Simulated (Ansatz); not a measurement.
# CH₆BFO₂Si, SMILES CBO[SiH](O)F: a geometry optimisation

Program: the Ansatz DFT code, driven from Python.

Typed at the interpreter:
```pycon
>>> import itertools
>>> import warnings
>>> import ansatz
>>> from ase import Atoms
>>> from ase.data import atomic_numbers, covalent_radii
>>> import numpy as np
>>> import pandas as pd
>>> warnings.simplefilter("ignore", ansatz.DeckWarning)
>>> atoms = Atoms(["C", "B", "O", "Si", "O", "F", "H", "H", "H", "H", "H", "H"], positions=[
...     (-1.0088, 0.9421, -1.1274),
...     (0.1282, 1.173, -0.1031),
...     (1.2453, 0.2666, -0.1267),
...     (1.0074, -0.9399, 1.0546),
...     (-0.3328, -1.9706, 0.478),
...     (2.3158, -1.8666, 1.3086),
...     (-1.9819, 0.8494, -0.5823),
...     (-0.8288, 0.1139, -1.7807),
...     (-1.1288, 1.9047, -1.7403),
...     (0.1262, 2.1043, 0.6548),
...     (0.5314, -0.3375, 2.36),
...     (0.0037, -2.2946, -0.3614),
... ])
>>> system = ansatz.Crystal.molecule_from_ase(atoms)
>>> model = (
...     system.calculation()
...     .basis(gaussian="def2-SVP")  # atom-centred Gaussian functions
...     .functional("b3lyp", dispersion="d3bj")
... )
>>> symbols = [site.symbol for site in system.cartesian_sites]
>>> start = np.array([site.position_ang for site in system.cartesian_sites], dtype=float)
>>> summary = model.relax(force_tolerance=0.01, max_steps=100).run().report
>>> end = np.array(summary["positions_ang"])
>>> print(f"E = {summary['free_energy_ev']:.6f} eV = {summary['free_energy_ev'] / 27.211386246:.7f} Ha")
E = -16497.152990 eV = -606.2591902 Ha
>>> print("converged:", summary["converged"], " doubts:", summary["published_state_doubts"] or "none")
converged: True  doubts: none
>>> # pairs closer than 1.2 times the sum of covalent radii, before or after
>>> radius = [covalent_radii[atomic_numbers[s]] for s in symbols]
>>> span = lambda where, i, j: np.linalg.norm(where[i] - where[j])
>>> bonded = [(i, j) for i, j in itertools.combinations(range(len(symbols)), 2) if min(span(start, i, j), span(end, i, j)) < 1.2 * (radius[i] + radius[j])]
>>> print("pair        before    after (A)")
pair        before    after (A)
>>> for i, j in bonded:
...     print(f"{symbols[i]}{i}-{symbols[j]}{j}".ljust(10), f"{span(start, i, j):8.4f} {span(end, i, j):8.4f}")
...
C0-B1        1.5477   1.5646
C0-H6        1.1192   1.1051
C0-H7        1.0701   1.1004
C0-H8        1.1475   1.1056
B1-O2        1.4388   1.3623
B1-H9        1.2007   1.2172
O2-Si3       1.7052   1.6625
Si3-O4       1.7863   1.6401
Si3-F5       1.6233   1.6182
Si3-H10      1.5144   1.4681
O4-H11       0.9606   0.9651
>>> for first, second in list(itertools.combinations(bonded, 2)):
...     shared = set(first) & set(second)
...     if shared and symbols[(j := shared.pop())] != "H":
...         i, k = sorted((set(first) | set(second)) - {j})
...         u, v = end[i] - end[j], end[k] - end[j]
...         angle = np.degrees(np.arccos(np.clip(u @ v / np.linalg.norm(u) / np.linalg.norm(v), -1, 1)))
...         print(f"final angle {symbols[i]}{i}-{symbols[j]}{j}-{symbols[k]}{k}: {angle:.2f} deg")
...
final angle B1-C0-H6: 110.10 deg
final angle B1-C0-H7: 113.76 deg
final angle B1-C0-H8: 109.50 deg
final angle C0-B1-O2: 120.74 deg
final angle C0-B1-H9: 121.00 deg
final angle H6-C0-H7: 109.11 deg
final angle H6-C0-H8: 105.18 deg
final angle H7-C0-H8: 108.83 deg
final angle O2-B1-H9: 118.26 deg
final angle B1-O2-Si3: 133.10 deg
final angle O2-Si3-O4: 110.00 deg
final angle O2-Si3-F5: 105.28 deg
final angle O2-Si3-H10: 112.96 deg
final angle O4-Si3-F5: 110.41 deg
final angle O4-Si3-H10: 108.56 deg
final angle Si3-O4-H11: 118.63 deg
final angle F5-Si3-H10: 109.61 deg
>>> charges = summary["charge_distribution"]
>>> table = pd.DataFrame({"atom": symbols, "mulliken": charges["mulliken_charges_e"], "lowdin": charges["lowdin_charges_e"]})
>>> table.round(3)
   atom  mulliken  lowdin
0     C    -0.050   0.008
1     B     0.077  -0.336
2     O    -0.299   0.205
3    Si     0.897   0.114
4     O    -0.371   0.064
5     F    -0.328  -0.023
6     H     0.034   0.034
7     H     0.026   0.020
8     H     0.036   0.036
9     H    -0.093  -0.040
10    H    -0.128  -0.083
11    H     0.199   0.000
>>> print("dipole (e A):", np.round(charges["dipole_moment_e_ang"], 4) + 0.0)
dipole (e A): [-0.2398 -0.0567 -0.1397]
>>> with open("ch6bfo2si_opt.xyz", "w") as handle:
...     handle.write(f"{len(symbols)}\nrelaxed CH6BFO2Si\n")
...     handle.writelines(f"{s:2s} {x:11.6f} {y:11.6f} {z:11.6f}\n" for s, (x, y, z) in zip(symbols, end))
...
21
```

File `ch6bfo2si_opt.xyz` afterwards:
```text
12
relaxed CH6BFO2Si
C    -0.957759    1.450434   -1.478128
B    -0.304641    0.948053   -0.148115
O     0.208398   -0.310655   -0.056341
Si    0.969052   -1.140974    1.166724
O     0.240122   -2.591919    1.397458
F     2.491329   -1.348647    0.658575
H    -1.990317    1.794992   -1.287711
H    -0.971794    0.694929   -2.278053
H    -0.416622    2.343798   -1.840596
H    -0.238098    1.670274    0.829413
H     0.969926   -0.410689    2.440312
H     0.077304   -3.154796    0.630563
```

What to keep in mind:
- Total energies depend on the basis set; only differences at equal settings carry meaning.
- The end point is the stationary point reached from this start; no frequency run checks that it is a minimum, and the basis set is modest.
- The Löwdin charges here are taken after orthogonalising the functions within each atom; they differ from plain Löwdin charges, and their signs can be unphysical.
- b3lyp holds the VWN-RPA fit, as in Gaussian; the form of ORCA and Turbomole is b3lyp5.
- Timing: 3.5 min on 1 thread of Arm Neoverse V1, on a shared host, peak memory 0.36 GiB.
